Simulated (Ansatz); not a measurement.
# Ni (Nickel): the cost of one run

Computed with Ansatz 0.2.0 (DFT PBEsol, frozen-core PAW, scalar-relativistic unless said, unless a step's input says otherwise).

3 further runs of the same task are left out: 3 that didn't finish.

## Step 1: Starting point

It takes space group Fm-3m (No. 225, cubic). Conventional cell: a = 3.524 Å, b = 3.524 Å, c = 3.524 Å, α = 90.00°, β = 90.00°, γ = 90.00°. Ni (site symmetry m-3m) has 12 Ni at 2.49 Å as nearest neighbours.

Structure file:

```cif
data_structure
_symmetry_space_group_name_H-M 'Fm-3m'
_symmetry_Int_Tables_number 225
_cell_length_a 3.5239
_cell_length_b 3.5239
_cell_length_c 3.5239
_cell_angle_alpha 90.000
_cell_angle_beta 90.000
_cell_angle_gamma 90.000
_cell_volume 43.76
loop_
_atom_site_label
_atom_site_type_symbol
_atom_site_symmetry_multiplicity
_atom_site_Wyckoff_symbol
_atom_site_fract_x
_atom_site_fract_y
_atom_site_fract_z
_atom_site_occupancy
Ni1 Ni 4 a 0.00000 0.00000 0.00000 1
```

Cartesian axes are those of the input's lattice vectors. The structure goes back to a database entry.

## Step 2: Cell and atoms relaxed, PAW

Contents of input.yaml:

```yaml
crystal:
  lattice:
    - [0.0, 1.761935, 1.761935]
    - [1.761935, 0.0, 1.761935]
    - [1.761935, 1.761935, 0.0]
  atoms:
    - { symbol: Ni, position: [0.0, 0.0, 0.0], spin: 1.5 }
magnetization:
  spin_polarized: true
kpoints:
  mp_grid: { grid: [24, 24, 24] }
scf:
  occupations: { method: fermi_dirac, width: 0.1 }
hamiltonian:
  xc: pbesol
  pseudopotentials: { kind: paw }
relax:
  f_tol: 0.002
  max_steps: 80
  cell: {}
output:
  forces: true
  stress: true
  write_density: true
  write_potential: true
  elf: true
  volumetric_format: npy
```

The run is started by

```
$ ansatz run input.yaml --threads 2 --pin off --max-ram 6144MiB --backend cpu --events-out ev --progress --plain --runs-dir out
```

What time and memory should one allow on 2 threads of Intel Xeon 6975P-C (Granite Rapids), shared host?

About 15 s, with a peak of 0.49 GiB.
